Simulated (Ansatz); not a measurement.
# CH8N2Si (SMILES C[SiH](N)N): one structure at several levels

The atoms stand at a structure displaced at random from a GFN2-xTB minimum. How far do the functionals agree with CCSD(T) there?

Program: Ansatz 0.2.0, Gaussian basis. Level of theory: single points in def2-TZVPP. These are calculated values, not measurements.

Cores are frozen in the correlated methods.

## (1) The starting structure

SMILES `C[SiH](N)N`, 12 atoms, charge 0, spin multiplicity 1.

Atoms are counted from 1 here; the program's logs count them from 0.

Bond lengths: C1–Si2 1.898 Å, C1–H5 1.069 Å, C1–H6 1.091 Å, C1–H7 1.096 Å, Si2–N3 1.696 Å, Si2–N4 1.736 Å, Si2–H8 1.487 Å, N3–H9 1.018 Å, N3–H10 1.043 Å, N4–H11 1.006 Å, N4–H12 1.027 Å. Angles: Si2–C1–H5 112.3°, Si2–C1–H6 110.8°, Si2–C1–H7 113.8°, H5–C1–H6 108.1°, H5–C1–H7 106.7°, H6–C1–H7 104.6°, C1–Si2–N3 118.2°, C1–Si2–N4 104.6°, C1–Si2–H8 109.7°, N3–Si2–N4 103.9°, N3–Si2–H8 103.7°, N4–Si2–H8 117.4°, Si2–N3–H9 119.2°, Si2–N3–H10 117.9°, H9–N3–H10 109.1°, Si2–N4–H11 117.4°, Si2–N4–H12 114.5°, H11–N4–H12 110.9°.

As a file:

```mol
CH8N2Si
  3D, bonds by distance, orders not assigned

 12 11  0  0  0  0  0  0  0  0999 V2000
   -0.8037    1.2934   -0.4300 C   0  0
   -0.1722   -0.3176    0.3499 Si  0  0
    1.2882   -0.2712    1.2115 N   0  0
    0.1748   -1.3503   -1.0011 N   0  0
   -0.1129    1.6994   -1.1369 H   0  0
   -0.9877    2.0492    0.3355 H   0  0
   -1.7626    1.1871   -0.9507 H   0  0
   -1.1564   -0.8084    1.3510 H   0  0
    2.1614   -0.1570    0.7017 H   0  0
    1.3236    0.3035    2.0807 H   0  0
   -0.5792   -1.5502   -1.6366 H   0  0
    0.6879   -2.2069   -0.7610 H   0  0
  1  2  8  0
  1  5  8  0
  1  6  8  0
  1  7  8  0
  2  3  8  0
  2  4  8  0
  2  8  8  0
  3  9  8  0
  3 10  8  0
  4 11  8  0
  4 12  8  0
M  END
```

## (2) CCSD(T)/def2-TZVPP

run/in.yaml reads:

```yaml
crystal:
  periodic: [false, false, false]
  atoms:
    - {symbol: C, position_ang: [-0.803700, 1.293400, -0.430000]}
    - {symbol: Si, position_ang: [-0.172200, -0.317600, 0.349900]}
    - {symbol: N, position_ang: [1.288200, -0.271200, 1.211500]}
    - {symbol: N, position_ang: [0.174800, -1.350300, -1.001100]}
    - {symbol: H, position_ang: [-0.112900, 1.699400, -1.136900]}
    - {symbol: H, position_ang: [-0.987700, 2.049200, 0.335500]}
    - {symbol: H, position_ang: [-1.762600, 1.187100, -0.950700]}
    - {symbol: H, position_ang: [-1.156400, -0.808400, 1.351000]}
    - {symbol: H, position_ang: [2.161400, -0.157000, 0.701700]}
    - {symbol: H, position_ang: [1.323600, 0.303500, 2.080700]}
    - {symbol: H, position_ang: [-0.579200, -1.550200, -1.636600]}
    - {symbol: H, position_ang: [0.687900, -2.206900, -0.761000]}
basis:
  gaussian: {orbitals: def2-TZVPP}
correlation: {method: ccsd_t}
```

No record of the launch command was kept for these runs.

## (3) PBE0-D4/def2-TZVPP

run/in.yaml: that of step 2 with these lines changed.

```diff
@@ -17,2 +17,3 @@
   gaussian: {orbitals: def2-TZVPP}
-correlation: {method: ccsd_t}
+hamiltonian: {xc: pbe0, dispersion: d4}
+output: {forces: true, orbitals: {seedname: orbitals}}
```

## (4) wB97M-V/def2-TZVPP

run/in.yaml: that of step 3 with these lines changed.

```diff
@@ -17,3 +17,3 @@
   gaussian: {orbitals: def2-TZVPP}
-hamiltonian: {xc: pbe0, dispersion: d4}
-output: {forces: true, orbitals: {seedname: orbitals}}
+hamiltonian: {xc: {name: wB97M-V}}
+output: {forces: true}
```

## (5) r2SCAN-D4/def2-TZVPP

run/in.yaml: that of step 4 with these lines changed.

```diff
@@ -17,3 +17,3 @@
   gaussian: {orbitals: def2-TZVPP}
-hamiltonian: {xc: {name: wB97M-V}}
+hamiltonian: {xc: r2scan, dispersion: d4}
 output: {forces: true}
```

## (6) PBE-D4/def2-TZVPP

run/in.yaml: that of step 5 with these lines changed.

```diff
@@ -17,3 +17,3 @@
   gaussian: {orbitals: def2-TZVPP}
-hamiltonian: {xc: r2scan, dispersion: d4}
+hamiltonian: {xc: pbe, dispersion: d4}
 output: {forces: true}
```

## (7) B97M-V/def2-TZVPP

run/in.yaml: that of step 6 with these lines changed.

```diff
@@ -17,3 +17,3 @@
   gaussian: {orbitals: def2-TZVPP}
-hamiltonian: {xc: pbe, dispersion: d4}
+hamiltonian: {xc: {name: B97M-V}}
 output: {forces: true}
```

## (8) BHLYP-D4/def2-TZVPP

run/in.yaml: that of step 7 with these lines changed.

```diff
@@ -17,3 +17,3 @@
   gaussian: {orbitals: def2-TZVPP}
-hamiltonian: {xc: {name: B97M-V}}
+hamiltonian: {xc: {name: BHLYP}, dispersion: d4}
 output: {forces: true}
```

(Steps that only read results are left out.)

**Question.** What will these runs give? Wanted: energy less free atoms, CCSD(T)/def2-TZVPP; RMS force component; HOMO and LUMO, PBE0-D4; T1 diagnostic.

The runs gave:

| quantity | value |
| --- | --- |
| energy less free atoms, CCSD(T)/def2-TZVPP | -42.961 eV |
| RMS force component | 0.525 to 0.626 eV/Å over the methods |
| HOMO and LUMO, PBE0-D4 | -7.19 and 0.97 eV |
| T1 diagnostic | 0.009 |

What this shows: Against CCSD(T) the functionals' energies less atoms differ by -1.719 to -0.287 eV, PBE-D4 by -1.719 eV. CCSD(T) in triple zeta still lacks some correlation energy of the bonds, so part of these gaps is its own basis error and they don't rank the functionals. No sound CCSD(T) forces are at hand. Among the functionals the RMS force differs by up to 19 %.
